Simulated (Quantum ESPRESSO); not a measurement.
# WS2 in Quantum ESPRESSO: relaxation of the atoms with PBEsol

Aim: the relaxation of the atoms of WS2 with PBEsol.

Program: Quantum ESPRESSO 7.5. These are calculated values, not measurements. Logs are shortened: lines on timing, memory, paths and dates and some standing lists are left out, and cuts for length are marked.

### 1 The sheet as given

The cell holds a sheet with vacuum, 3 atoms: a = 3.279 Å, b = 3.232 Å, c = 21.140 Å, α = 90.00°, β = 90.00°, γ = 120.48°.

The cell was built by a generator and needn't be a form met in nature.

### 2 Relaxation of the atoms, PBEsol

pw.in

```
&CONTROL
  calculation = 'relax'
  prefix = 'pwscf'
  outdir = './tmp'
  pseudo_dir = './pseudo'
  tprnfor = .true.
  disk_io = 'low'
  nstep = 40
  forc_conv_thr = 0.0004
  etot_conv_thr = 1d-05
/
&SYSTEM
  ibrav = 0
  nat = 3
  ntyp = 2
  ecutwfc = 74
  nbnd = 20
  occupations = 'smearing'
  smearing = 'gaussian'
  degauss = 0.00146997
/
&ELECTRONS
  conv_thr = 6d-10
  electron_maxstep = 120
  mixing_beta = 0.5
/
&IONS
  ion_dynamics = 'bfgs'
/
ATOMIC_SPECIES
S     32.0600 S.upf
W    183.8400 W.upf
CELL_PARAMETERS angstrom
   3.2791200000    0.0000000000    0.0000000000
  -1.6395600000    2.7851896601    0.0000000000
   0.0000000000    0.0000000000   21.1400000000
ATOMIC_POSITIONS crystal
S      0.6666666667    0.3333333333    0.4257332072
W      0.3333333333    0.6666666667    0.5000000000
S      0.6666666667    0.3333333333    0.5742667928
K_POINTS automatic
10 10 1 0 0 0
```

Potentials or basis: PseudoDojo 0.4.1 SR PBEsol standard.

Started as:

```console
OMP_NUM_THREADS=1 pw.x -in pw.in > pw.out
```

pw.out:

```text
This program is part of the open-source Quantum ESPRESSO suite
     for quantum simulation of materials; please cite
[... 9 lines left out ...]
     --------------------
     sticks:   dense  smooth     PW     G-vecs:    dense   smooth      PW
     Sum         765     765    227               112027   112027   17761

     Using Slab Decomposition

     bravais-lattice index     =            0
     lattice parameter (alat)  =       6.1966  a.u.
     unit-cell volume          =    1302.9078 (a.u.)^3
     number of atoms/cell      =            3
     number of atomic types    =            2
     number of electrons       =        26.00
     number of Kohn-Sham states=           20
     kinetic-energy cutoff     =      74.0000  Ry
     charge density cutoff     =     296.0000  Ry
     scf convergence threshold =      6.0E-10
     mixing beta               =       0.5000
     number of iterations used =            8  plain     mixing
     energy convergence thresh.=      1.0E-05
     force convergence thresh. =      4.0E-04
     Exchange-correlation= PBESOL
                           (   1   4  10   8   0   0   0)
     nstep                     =           40

     celldm(1)=   6.196639  celldm(2)=   0.000000  celldm(3)=   0.000000
     celldm(4)=   0.000000  celldm(5)=   0.000000  celldm(6)=   0.000000

     crystal axes: (cart. coord. in units of alat)
               a(1) = (   1.000000   0.000000   0.000000 )
               a(2) = (  -0.500000   0.849371   0.000000 )
               a(3) = (   0.000000   0.000000   6.446852 )

     reciprocal axes: (cart. coord. in units 2 pi/alat)
               b(1) = (  1.000000  0.588671 -0.000000 )
               b(2) = (  0.000000  1.177342  0.000000 )
               b(3) = (  0.000000 -0.000000  0.155114 )

     PseudoPot. # 1 for S  read from file:
     S.upf
     Pseudo is Norm-conserving + core correction, Zval =  6.0
     Generated using ONCVPSP code by D. R. Hamann
     Using radial grid of 1146 points,  6 beta functions with:
                l(1) =   0
                l(2) =   0
                l(3) =   1
                l(4) =   1
                l(5) =   2
                l(6) =   2

     PseudoPot. # 2 for W  read from file:
     W.upf
     Pseudo is Norm-conserving + core correction, Zval = 14.0
     Generated using ONCVPSP code by D. R. Hamann
     Using radial grid of 1396 points,  8 beta functions with:
                l(1) =   0
                l(2) =   0
                l(3) =   1
                l(4) =   1
                l(5) =   2
                l(6) =   2
                l(7) =   3
                l(8) =   3

     atomic species   valence    mass     pseudopotential
     S                 6.00    32.06000     S ( 1.00)
     W                14.00   183.84000     W ( 1.00)

      4 Sym. Ops. (no inversion) found

   Cartesian axes

     site n.     atom                  positions (alat units)
         1        S      tau(   1) = (   0.5000000   0.2831237   2.7446388  )
         2        W      tau(   2) = (  -0.0000000   0.5662474   3.2234258  )
         3        S      tau(   3) = (   0.5000000   0.2831237   3.7022128  )

     number of k points=    31  Gaussian smearing, width (Ry)=  0.0015
                       cart. coord. in units 2pi/alat
        k(    1) = (   0.0000000   0.0000000   0.0000000), wk =   0.0200000
        k(    2) = (   0.0000000   0.1177342   0.0000000), wk =   0.0400000
        k(    3) = (   0.0000000   0.2354683   0.0000000), wk =   0.0400000
        k(    4) = (   0.0000000   0.3532025   0.0000000), wk =   0.0400000
        k(    5) = (   0.0000000   0.4709367   0.0000000), wk =   0.0400000
        k(    6) = (   0.0000000  -0.5886709   0.0000000), wk =   0.0200000
[... 23 lines left out ...]
        k(   30) = (  -0.5000000  -0.1766013   0.0000000), wk =   0.0800000
        k(   31) = (  -0.5000000  -0.0588671   0.0000000), wk =   0.0800000

     Dense  grid:   112027 G-vectors     FFT dimensions: (  36,  36, 225)

     Initial potential from superposition of free atoms

     starting charge      25.9995, renormalised to      26.0000

     negative rho (up, down):  2.912E-05 0.000E+00
     Starting wfcs are   18 randomized atomic wfcs +    2 random wfcs

     Self-consistent Calculation

     iteration #  1     ecut=    74.00 Ry     beta= 0.50
     Davidson diagonalization with overlap
     ethr =  1.00E-02,  avg # of iterations =  6.2

     Threshold (ethr) on eigenvalues was too large:
     Diagonalizing with lowered threshold

     Davidson diagonalization with overlap
     ethr =  3.29E-04,  avg # of iterations =  5.6

     negative rho (up, down):  1.244E-05 0.000E+00

     total energy              =    -195.89940360 Ry
     estimated scf accuracy    <       0.09269737 Ry

     iteration #  2     ecut=    74.00 Ry     beta= 0.50
     Davidson diagonalization with overlap
     ethr =  3.57E-04,  avg # of iterations =  2.0

     negative rho (up, down):  7.816E-06 0.000E+00

     total energy              =    -195.90495301 Ry
     estimated scf accuracy    <       0.04634106 Ry

     iteration #  3     ecut=    74.00 Ry     beta= 0.50
     Davidson diagonalization with overlap
     ethr =  1.78E-04,  avg # of iterations =  6.3

     negative rho (up, down):  3.646E-06 0.000E+00

     total energy              =    -195.91487178 Ry
     estimated scf accuracy    <       0.03033687 Ry

     iteration #  4     ecut=    74.00 Ry     beta= 0.50
     Davidson diagonalization with overlap
     ethr =  1.17E-04,  avg # of iterations =  1.5

     negative rho (up, down):  1.531E-07 0.000E+00

     total energy              =    -195.91868289 Ry
     estimated scf accuracy    <       0.00063670 Ry

     iteration #  5     ecut=    74.00 Ry     beta= 0.50
     Davidson diagonalization with overlap
     ethr =  2.45E-06,  avg # of iterations =  9.9
[... 223 lines left out ...]
   -75.2520 -39.5965 -39.4110 -39.4006 -13.7342 -13.3835  -7.2117  -6.1067
    -5.3809  -4.4466  -3.2027  -3.1179  -1.7984   1.3310   1.8013   2.8225
     3.1362   4.2555   6.7958   6.9639

          k =-0.5000-0.0589 0.0000 ( 13969 PWs)   bands (ev):

   -75.2520 -39.5662 -39.4420 -39.4006 -13.7522 -13.3719  -6.7416  -6.1704
    -5.2644  -4.4891  -4.2133  -3.0225  -1.6943   1.1480   1.7525   2.3056
     3.5518   5.2840   6.8361   7.2692

     the Fermi energy is     0.3220 ev

!    total energy              =    -195.91884110 Ry
     estimated scf accuracy    <          2.4E-10 Ry
     smearing contrib. (-TS)   =      -0.00000000 Ry
     internal energy E=F+TS    =    -195.91884110 Ry

     The total energy is F=E-TS. E is the sum of the following terms:
     one-electron contribution =   -1160.26331798 Ry
     hartree contribution      =     579.07202050 Ry
     xc contribution           =     -45.45576116 Ry
     ewald contribution        =     430.72821755 Ry

     convergence has been achieved in  11 iterations

     Forces acting on atoms (cartesian axes, Ry/au):

     atom    1 type  1   force =     0.00000000    0.00188849    0.02846358
     atom    2 type  2   force =     0.00000000   -0.00377697    0.00000000
     atom    3 type  1   force =     0.00000000    0.00188849   -0.02846358

     Total force =     0.040519     Total SCF correction =     0.000049

     BFGS Geometry Optimization
     Energy error            =      1.6E-03 Ry
     Gradient error          =      2.8E-02 Ry/Bohr

     number of scf cycles    =   1
     number of bfgs steps    =   0

     energy             new  =    -195.9188410997 Ry

     new trust radius        =       0.0285261599 bohr
     new conv_thr            =       0.0000000006 Ry

ATOMIC_POSITIONS (crystal)
S                0.6668460699        0.3336921398        0.4264457085
W                0.3329745268        0.6659490538        0.5000000000
S                0.6668460699        0.3336921398        0.5735542915

     NEW-OLD atomic charge density approx. for the potential

     negative rho (up, down):  5.312E-06 0.000E+00

     Self-consistent Calculation

     iteration #  1     ecut=    74.00 Ry     beta= 0.50
     Davidson diagonalization with overlap
     ethr =  1.00E-06,  avg # of iterations =  7.1

     negative rho (up, down):  2.425E-06 0.000E+00

     total energy              =    -195.92014120 Ry
     estimated scf accuracy    <       0.00009684 Ry

     iteration #  2     ecut=    74.00 Ry     beta= 0.50
     Davidson diagonalization with overlap
     ethr =  3.72E-07,  avg # of iterations =  2.2

     negative rho (up, down):  1.870E-06 0.000E+00

     total energy              =    -195.92014375 Ry
     estimated scf accuracy    <       0.00018769 Ry

     iteration #  3     ecut=    74.00 Ry     beta= 0.50
     Davidson diagonalization with overlap
     ethr =  3.72E-07,  avg # of iterations =  2.0

     negative rho (up, down):  5.413E-07 0.000E+00
[... 1093 lines left out ...]
          k =-0.5000-0.0589 0.0000 ( 13969 PWs)   bands (ev):

   -75.2392 -39.5870 -39.4586 -39.4013 -13.9168 -13.4639  -6.9018  -6.3155
    -5.3676  -4.5537  -4.3222  -2.9637  -1.7891   1.1024   1.7383   2.3963
     3.6959   5.3919   6.9219   7.2727

     the Fermi energy is     0.3318 ev

!    total energy              =    -195.92098693 Ry
     estimated scf accuracy    <          7.5E-13 Ry
     smearing contrib. (-TS)   =      -0.00000000 Ry
     internal energy E=F+TS    =    -195.92098693 Ry

     The total energy is F=E-TS. E is the sum of the following terms:
     one-electron contribution =   -1170.29275584 Ry
     hartree contribution      =     584.05803399 Ry
     xc contribution           =     -45.51934669 Ry
     ewald contribution        =     435.83308161 Ry

     convergence has been achieved in   6 iterations

     Forces acting on atoms (cartesian axes, Ry/au):

     atom    1 type  1   force =     0.00000000   -0.00004012    0.00000784
     atom    2 type  2   force =     0.00000000    0.00008025    0.00000000
     atom    3 type  1   force =     0.00000000   -0.00004012   -0.00000784

     Total force =     0.000099     Total SCF correction =     0.000002
     Energy error            =      1.2E-07 Ry
     Gradient error          =      8.0E-05 Ry/Bohr

     bfgs converged in   5 scf cycles and   4 bfgs steps
     (criteria: energy <  1.0E-05 Ry, force <  4.0E-04 Ry/Bohr)

     End of BFGS Geometry Optimization

     Final energy             =    -195.9209869291 Ry

Begin final coordinates

ATOMIC_POSITIONS (crystal)
S                0.6670447669        0.3340895338        0.4275683150
W                0.3325771328        0.6651542657        0.5000000000
S                0.6670447669        0.3340895338        0.5724316850
End final coordinates

=------------------------------------------------------------------------------=
   JOB DONE.
=------------------------------------------------------------------------------=
```

Run time: 23 min. Hardware: 1 thread of AMD EPYC, shared host; peak memory 0.28 GiB.

What came out:

```
Free energy               : -2665.6408 eV
Energy gained by relaxing : 9.7 meV/atom
Ionic steps               : 5
Band gap on the k mesh    : 1.40 eV, indirect (least direct gap 1.82 eV)
```

Forces on the atoms (eV/Å):
```
S    0.000 -0.001  0.000
W    0.000  0.002  0.000
S    0.000 -0.001  0.000
```

The path:
| step | energy change (eV) | largest force (eV/Å) |
| --- | --- | --- |
| 1 | 0.0000 | 0.7334 |
| 2 | -0.0182 | 0.4576 |
| 3 | -0.0282 | 0.1410 |
| 4 | -0.0292 | 0.0061 |
| 5 | -0.0292 | 0.0021 |

Final structure:
```yaml
crystal:
  lattice:
    - [3.27912, 0.00000, 0.00000]
    - [-1.63956, 2.78519, 0.00000]
    - [0.00000, 0.00000, 21.14000]
  atoms:
    - { symbol: S, position: [0.66704, 0.33409, 0.42757] }
    - { symbol: W, position: [0.33258, 0.66515, 0.50000] }
    - { symbol: S, position: [0.66704, 0.33409, 0.57243] }
```

Levels at points of the mesh, in eV from the valence-band top:
```
            k point  band 9  band 10  band 11  band 12  band 13  band 14  band 15  band 16  band 17  band 18
 (0.00, 0.00, 0.00)   -3.21    -2.13    -2.07    -1.98     0.00     2.45     2.55     2.69     2.87     4.50
(0.00, -0.50, 0.00)   -4.56    -3.88    -2.07    -1.83    -1.05     2.33     2.82     3.71     4.42     4.75
(-0.50, 0.00, 0.00)   -4.59    -3.68    -2.13    -1.66    -1.13     2.27     2.79     3.78     4.48     4.72
```

Caveat: spin-orbit coupling is left out, which moves the levels of the heavy elements.
